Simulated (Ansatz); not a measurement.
# GaAs (zincblende type): the cost of one run

Method: DFT, LDA, all-electron LAPW, scalar-relativistic, in Ansatz 0.2.0.

1 further run of the same task is left out (it didn't finish).

**1. The structure to begin with**

Symmetry: F-43m, No. 216, cubic system. The conventional cell has a = 5.603 Å, b = 5.603 Å, c = 5.603 Å, α = 90.00°, β = 90.00°, γ = 90.00°. Ga (site symmetry -43m) is surrounded by 4 As at 2.43 Å. As (site symmetry -43m) has 4 Ga at 2.43 Å as nearest neighbours.

As a file:

```xyz
4
Lattice="-2.8015 2.8015 0.0000 0.0000 0.0000 5.6030 2.8015 2.8015 0.0000" Properties=species:S:1:pos:R:3 pbc="T T T"
Ga    0.0000    0.0000    0.0000
Ga    0.0000    2.8015    2.8015
As    1.4008    1.4008    1.4008
As   -1.4008    1.4008    4.2023
```

Atoms are numbered in the order of the input: Ga1, Ga2, As3, As4.

**2. Bulk in the slab's orientation, LAPW**

The input, input.yaml:

```yaml
crystal:
  lattice:
    - [-2.8015228648, 2.8015228648, 0.0]
    - [0.0, 0.0, 5.6030457296]
    - [2.8015228648, 2.8015228648, 0.0]
  atoms:
    - { symbol: Ga, position: [0.0, 0.0, 0.0] }
    - { symbol: Ga, position: [0.5, 0.5, 0.5] }
    - { symbol: As, position: [0.0, 0.25, 0.5] }
    - { symbol: As, position: [0.5, 0.75, 0.0] }
kpoints:
  mp_grid: { grid: [7, 5, 7] }
scf:
  occupations: { method: fermi_dirac, width: 0.02 }
hamiltonian:
  xc: lda
  pseudopotentials: { kind: all_electron, lapw: { basis_error: 0.001 } }
output:
  forces: true
  stress: true
  eigenvalues: true
```

Command:

```bash
ansatz run input.yaml --threads 2 --pin off --max-ram 4096MiB --backend cpu --events-out ev --progress --plain --runs-dir out
```

Q: Estimate wall time and peak memory on 2 threads of Intel Xeon Platinum 8488C (Sapphire Rapids), shared host.

About 34 s, with a peak of 0.54 GiB.
